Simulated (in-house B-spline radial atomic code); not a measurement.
# Co³⁺: a test of the first knot

How far can the first knot be changed before the Co³⁺ run goes wrong?

Program: in-house B-spline radial atomic code version 1. Level of theory: scalar-relativistic (spin-free one-electron X2C) M06-L, spherical fractional occupations, Fermi nucleus, basis-set limit. These are calculated values, not measurements, unless marked.

**1. The atom as given**

* element: cobalt (Z = 27)
* charge: +3
* electrons: 24
* configuration: [Ar] 3d6
* Hamiltonian: scalar-relativistic (X2C)
* nucleus: Fermi, rms radius 3.788 fm

The outer shells:

[Ar] 3d6
```
[Ar] core
3d [↑↓][↑ ][↑ ][↑ ][↑ ]
```

The boxes only draw the filling; these runs are spin-restricted and spherical.

A run counts as converged when the orbital gradient is under the tolerance times 27 hartree (or under the basis's noise floor) and the energy moved by less than 1e-8 hartree times the root of its size. Energy differences under 4e-06 hartree are noise.

The run's settings:

```ini
Z = 27
electrons = 24.0
configuration = [Ar] 3d6
hamiltonian = x2c
method = m06l
spin_polarised = False
nucleus = fermi
rms_radius = 3.7875
mass_number = 59
atomic_mass = 58.933193524
speed_of_light = 137.035999084
knot_spacing = 0.22
spline_order = 8
gauss_points = 12
box_radius = 16.22
max_iterations = 70
damping = 0.5
damped_steps = 3
diis_vectors = 10
tolerance = 1e-08
start = Thomas-Fermi
```

The reference is known from an earlier run: -1390.828444 hartree in all. Up to eight levels, counted from the top:

```tsv
orbital	occupation	energy (eV)	<r> (bohr)
1s	2	-7648.16	0.05587
2s	2	-949.08	0.2543
2p	6	-815.76	0.2247
3s	2	-144.97	0.7658
3p	6	-105.96	0.8041
3d	6	-44.848	0.9341
```

**2. First knot 3.7e-06**

The run's settings:

```ini
Z = 27
electrons = 24.0
configuration = [Ar] 3d6
hamiltonian = x2c
method = m06l
spin_polarised = False
nucleus = fermi
rms_radius = 3.7875
mass_number = 59
atomic_mass = 58.933193524
speed_of_light = 137.035999084
knot_spacing = 0.22
spline_order = 8
gauss_points = 12
box_radius = 16.22
first_knot = 3.7e-06
max_iterations = 70
damping = 0.5
damped_steps = 3
diis_vectors = 10
tolerance = 1e-08
start = Thomas-Fermi
```

Run with:

```sh
> python run_scf.py task.json out
```

task.json lists these runs, among others, and the program works through them in turn.

**3. First knot 3.7e-05**

Settings: those of step 2 with these lines changed.

```diff
@@ -15,3 +15,3 @@
 box_radius = 16.22
-first_knot = 3.7e-06
+first_knot = 3.7e-05
 max_iterations = 70
```

**4. First knot 0.00037**

Settings: those of step 3 with these lines changed.

```diff
@@ -15,3 +15,3 @@
 box_radius = 16.22
-first_knot = 3.7e-05
+first_knot = 0.00037
 max_iterations = 70
```

**5. First knot 0.0037**

Settings: those of step 4 with these lines changed.

```diff
@@ -15,3 +15,3 @@
 box_radius = 16.22
-first_knot = 0.00037
+first_knot = 0.0037
 max_iterations = 70
```

**6. First knot 0.0111**

Settings: those of step 5 with these lines changed.

```diff
@@ -15,3 +15,3 @@
 box_radius = 16.22
-first_knot = 0.0037
+first_knot = 0.0111
 max_iterations = 70
```

**7. First knot 0.037**

Settings: those of step 6 with these lines changed.

```diff
@@ -15,3 +15,3 @@
 box_radius = 16.22
-first_knot = 0.0111
+first_knot = 0.037
 max_iterations = 70
```

**8. First knot 0.111**

Settings: those of step 7 with these lines changed.

```diff
@@ -15,3 +15,3 @@
 box_radius = 16.22
-first_knot = 0.037
+first_knot = 0.111
 max_iterations = 70
```

**Question.** Which of these runs converge to the reference energy, which miss it and by about how much, and which fail?

**Answer**, as computed:

| run | outcome | iterations | energy less the reference (hartree) |
| --- | --- | --- | --- |
| reference | converged | 57 | 0 |
| first knot 3.7e-06 | not converged | 70 | - |
| first knot 3.7e-05 | converged | 9 | +9.29e-05 |
| first knot 0.00037 | converged | 9 | -7.15e-05 |
| first knot 0.0037 | converged | 9 | -0.00366 |
| first knot 0.0111 | converged | 9 | +0.00525 |
| first knot 0.037 | converged | 9 | +0.102 |
| first knot 0.111 | converged | 9 | +0.885 |

**Reading.** Of 7 changed inputs, 6 converged to another value and 1 did not converge. The worst converged miss is +0.885 hartree (first knot 0.111): the first knot lies too far out to describe the region near the nucleus.
